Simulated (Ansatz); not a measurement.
TiPd:

```
CELL_PARAMETERS angstrom
2.81471 0.00000 0.00000
0.00000 2.81471 0.00000
0.00000 0.00000 3.86576
ATOMIC_POSITIONS crystal
Pd 0.50000 0.50000 0.50000
Ti 0.00000 0.00000 0.00000
```

The cell comes from a database or a generator and needn't be the stable form of this composition.

* Program: Ansatz 0.2.0
* Task: relaxation of cell and atoms
* Functional: PBE
* Potentials or basis: Ansatz PAW
* Cutoff: 420 eV (not typed: the program's choice for these potentials)
* k mesh: 9 × 9 × 7
* Occupations: fermi-dirac, width 0.05 eV
* Spin: no spin polarisation

At the start: volume 15.31 Å³/atom.

Task: How do energy, volume and symmetry change on relaxing?

Result: It ends after 5 steps and the volume is 15.62 Å³/atom (+2.0 %); space group P4/mmm (No. 123, to 0.05 Å).

Step by step:
```csv
step,energy change (eV),largest force (eV/Å),volume (Å³)
1,0.0000,0.0000,30.63
2,-0.0030,0.0000,31.68
3,-0.0062,0.0000,31.25
4,-0.0062,0.0000,31.23
5,-0.0064,0.0000,31.23
```

Final structure:
```cif
data_structure
_symmetry_space_group_name_H-M 'P 1'
_symmetry_Int_Tables_number 1
_cell_length_a 2.8431
_cell_length_b 2.8431
_cell_length_c 3.8640
_cell_angle_alpha 90.000
_cell_angle_beta 90.000
_cell_angle_gamma 90.000
_cell_volume 31.23
loop_
_atom_site_label
_atom_site_type_symbol
_atom_site_fract_x
_atom_site_fract_y
_atom_site_fract_z
_atom_site_occupancy
Pd1 Pd 0.50000 0.50000 0.50000 1
Ti1 Ti 0.00000 0.00000 0.00000 1
```

Caveat: the plane-wave basis is chosen anew once the cell has moved, so the energies of steps on either side of that aren't comparable.
